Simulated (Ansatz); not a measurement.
CH₇BSSi, SMILES BS[SiH2]C, a single point in a Gaussian basis

Program: the Ansatz DFT code, driven from Python.

Interactive session:
```pycon
>>> import ansatz as az
>>> import numpy as np
>>> geometry_ang = [
...     ("B", (-1.0325, 2.1996, 0.6379)),
...     ("S", (0.1241, 1.5513, -0.6407)),
...     ("Si", (-0.0689, -0.4302, 0.1459)),
...     ("C", (1.1283, -1.5744, -0.8254)),
...     ("H", (-2.2357, 2.2574, 0.3705)),
...     ("H", (-0.684, 2.6651, 1.6609)),
...     ("H", (0.4209, -0.4339, 1.57)),
...     ("H", (-1.3928, -0.8708, 0.0628)),
...     ("H", (0.9747, -2.5947, -0.3679)),
...     ("H", (0.7337, -1.5831, -1.8597)),
...     ("H", (2.0975, -1.2434, -0.7338)),
... ]
>>> mol = az.Crystal.molecule()
>>> for symbol, xyz in geometry_ang:
...     mol = mol.atom(symbol, xyz)
...
>>> job = (
...     mol.calculation()
...     .basis(gaussian="def2-SVP")
...     .functional("pbe0")
...     .forces()  # minus the gradient of the free energy
... )
>>> result = job.run()
>>> data = result.report
>>> data["free_energy_ev"]
-20523.919612942856
>>> data["published_state_doubts"]
[]
>>> data["n_occupied"], data["n_virtual"]
([24, 24], [75, 75])
>>> print(f"E = {data['free_energy_ev']:.6f} eV = {data['free_energy_ev'] / 27.211386246:.7f} Ha")
E = -20523.919613 eV = -754.2401342 Ha
>>> print("converged:", data["converged"], " doubts:", data["published_state_doubts"] or "none")
converged: True  doubts: none
>>> symbols = [site.symbol for site in mol.cartesian_sites]
>>> forces = np.array(data["forces_ev_ang"])
>>> print("largest force", round(float(np.linalg.norm(forces, axis=1).max()), 4), "eV/A, rms", round(float(np.sqrt((forces ** 2).mean())), 4))
largest force 4.351 eV/A, rms 1.1634
>>> charges = data["charge_distribution"]
>>> dipole = np.array(charges["dipole_moment_e_ang"]) * 4.803205
>>> print("dipole (D): {:.3f} {:.3f} {:.3f}, length {:.3f}".format(*dipole, np.linalg.norm(dipole)))
dipole (D): -0.008 -1.432 0.186, length 1.444
>>> print("atom  Mulliken   Lowdin")
atom  Mulliken   Lowdin
>>> for symbol, m, l in zip(symbols, charges["mulliken_charges_e"], charges["lowdin_charges_e"]):
...     print(f"{symbol:4s} {m:9.3f} {l:8.3f}")
...
B        0.061   -0.211
S       -0.285    0.230
Si       0.385    0.266
C       -0.330   -0.116
H        0.003   -0.036
H        0.010   -0.042
H       -0.055   -0.072
H       -0.053   -0.075
H        0.089    0.037
H        0.092    0.026
H        0.082   -0.008
```

Total energies depend on the basis set; only differences at equal settings carry meaning. The geometry is a force-field or estimated start, not a minimum of this method, and the basis set is short of its limit. The Löwdin charges here are taken after orthogonalising the functions within each atom; they differ from plain Löwdin charges, and their signs can be unphysical. Finished in 3.6 s on 1 thread of Arm Neoverse V2, on a shared host, peak memory 0.26 GiB.
